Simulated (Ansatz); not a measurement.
# Si: the cost of one run

Method: DFT PBE+D3(BJ), plane waves, PAW, scalar-relativistic, no spin polarisation, in Ansatz 0.2.0.

### Step 1. Starting point

The cell holds 63 atoms (Si63): a = 10.860 Å, b = 10.860 Å, c = 10.860 Å, α = 90.00°, β = 90.00°, γ = 90.00°.

Its coordinates follow in the input file.

### Step 2. End point A

Contents of input.yaml:

```yaml
crystal:
  lattice:
    - [10.86, 0.0, 0.0]
    - [0.0, 10.86, 0.0]
    - [0.0, 0.0, 10.86]
  atoms:
    - { symbol: Si, position: [0.5023629, -0.0020442, -0.0010832] }
    - { symbol: Si, position: [0.6238193, 0.1247006, 0.1224735] }
    - { symbol: Si, position: [0.7487599, 0.2502155, 0.0032191] }
    - { symbol: Si, position: [0.8801225, 0.3784408, 0.1239214] }
    - { symbol: Si, position: [0.7490441, 0.0037724, 0.2490331] }
    - { symbol: Si, position: [0.875834, 0.1276283, 0.3746165] }
    - { symbol: Si, position: [0.0023008, -0.0050214, 0.0060799] }
    - { symbol: Si, position: [0.1272881, 0.1279672, 0.1218497] }
    - { symbol: Si, position: [0.2489566, 0.2487149, 0.0002527] }
    - { symbol: Si, position: [0.3738584, 0.371273, 0.1239485] }
    - { symbol: Si, position: [0.497409, 0.5054008, -0.0032743] }
    - { symbol: Si, position: [0.6210884, 0.627125, 0.1250044] }
    - { symbol: Si, position: [0.7479538, 0.7498234, 0.0025066] }
    - { symbol: Si, position: [0.8768166, 0.8775798, 0.1299087] }
    - { symbol: Si, position: [0.2510718, -0.0017397, 0.2515824] }
    - { symbol: Si, position: [0.3733176, 0.125469, 0.3738566] }
    - { symbol: Si, position: [0.4983954, 0.250702, 0.2469325] }
    - { symbol: Si, position: [0.6242197, 0.3770816, 0.3754252] }
    - { symbol: Si, position: [0.7510499, 0.5032946, 0.2485311] }
    - { symbol: Si, position: [0.8687544, 0.6234629, 0.3730393] }
    - { symbol: Si, position: [0.5010353, 0.0041179, 0.501133] }
    - { symbol: Si, position: [0.6255062, 0.124236, 0.6180267] }
    - { symbol: Si, position: [0.7546345, 0.2442018, 0.500718] }
    - { symbol: Si, position: [0.8734262, 0.3764698, 0.6259038] }
    - { symbol: Si, position: [0.8752786, 0.1255672, 0.8707152] }
    - { symbol: Si, position: [0.0022207, 0.5078291, -0.0005013] }
    - { symbol: Si, position: [0.1262589, 0.618087, 0.1231319] }
    - { symbol: Si, position: [0.2521694, 0.7490255, 0.0017532] }
    - { symbol: Si, position: [0.374129, 0.8705102, 0.1261716] }
    - { symbol: Si, position: [-0.003503, 0.2439794, 0.2541767] }
    - { symbol: Si, position: [0.1225984, 0.3766603, 0.375425] }
    - { symbol: Si, position: [0.253374, 0.502321, 0.2509887] }
    - { symbol: Si, position: [0.3714054, 0.6303293, 0.3767218] }
    - { symbol: Si, position: [0.4973741, 0.7435229, 0.2430928] }
    - { symbol: Si, position: [0.6244035, 0.8796769, 0.3763961] }
    - { symbol: Si, position: [0.001286, 0.0019324, 0.4943268] }
    - { symbol: Si, position: [0.1227715, 0.1210151, 0.6226546] }
    - { symbol: Si, position: [0.2509729, 0.2507898, 0.5027084] }
    - { symbol: Si, position: [0.3771, 0.3771709, 0.6207351] }
    - { symbol: Si, position: [0.5043829, 0.5045818, 0.5009267] }
    - { symbol: Si, position: [0.6243918, 0.6217075, 0.626105] }
    - { symbol: Si, position: [0.7535249, 0.75328, 0.499752] }
    - { symbol: Si, position: [0.8769659, 0.8749107, 0.6236521] }
    - { symbol: Si, position: [0.2510195, -0.0005251, 0.7525648] }
    - { symbol: Si, position: [0.3713239, 0.1248683, 0.8760582] }
    - { symbol: Si, position: [0.4973814, 0.2477276, 0.7536678] }
    - { symbol: Si, position: [0.6239539, 0.377078, 0.8722774] }
    - { symbol: Si, position: [0.7503081, 0.4994487, 0.7492544] }
    - { symbol: Si, position: [0.8769449, 0.6246878, 0.8740644] }
    - { symbol: Si, position: [-0.0016105, 0.7513496, 0.2450622] }
    - { symbol: Si, position: [0.1249644, 0.868669, 0.3772871] }
    - { symbol: Si, position: [0.0019566, 0.4996731, 0.4988242] }
    - { symbol: Si, position: [0.1282212, 0.6264033, 0.6262997] }
    - { symbol: Si, position: [0.2460357, 0.7490871, 0.4997833] }
    - { symbol: Si, position: [0.3804922, 0.8785429, 0.6256246] }
    - { symbol: Si, position: [0.0015173, 0.2543211, 0.7501764] }
    - { symbol: Si, position: [0.1271944, 0.3733821, 0.8752932] }
    - { symbol: Si, position: [0.2500907, 0.4988556, 0.749357] }
    - { symbol: Si, position: [0.3736603, 0.6264928, 0.8748251] }
    - { symbol: Si, position: [0.4971857, 0.7516978, 0.7472739] }
    - { symbol: Si, position: [0.6266246, 0.8752006, 0.8776922] }
    - { symbol: Si, position: [-0.0021494, 0.7485966, 0.7513175] }
    - { symbol: Si, position: [0.1262092, 0.8742331, 0.8755271] }
total_charge: -2
basis:
  ecutwfc: 420.0
kpoints:
  mp_grid: { grid: [1, 1, 1] }
hamiltonian:
  xc: pbe
  dispersion: d3bj
  pseudopotentials: { kind: paw, azcp: { folder: soft_1 } }
scf:
  occupations: { method: fermi_dirac, width: 0.02 }
  lower_state_search: "off"
relax:
  f_tol: 0.03
  max_steps: 60
  adjacent_minimum: "off"
```

Launch:

```
$ ansatz run input.yaml --threads 4 --pin off --max-ram 10240MiB --backend cpu --events-out ev --progress --plain --runs-dir out
```

What time and memory should one allow on 4 threads of Arm Neoverse V2, shared host?

About 81 s, with a peak of 1 GiB.
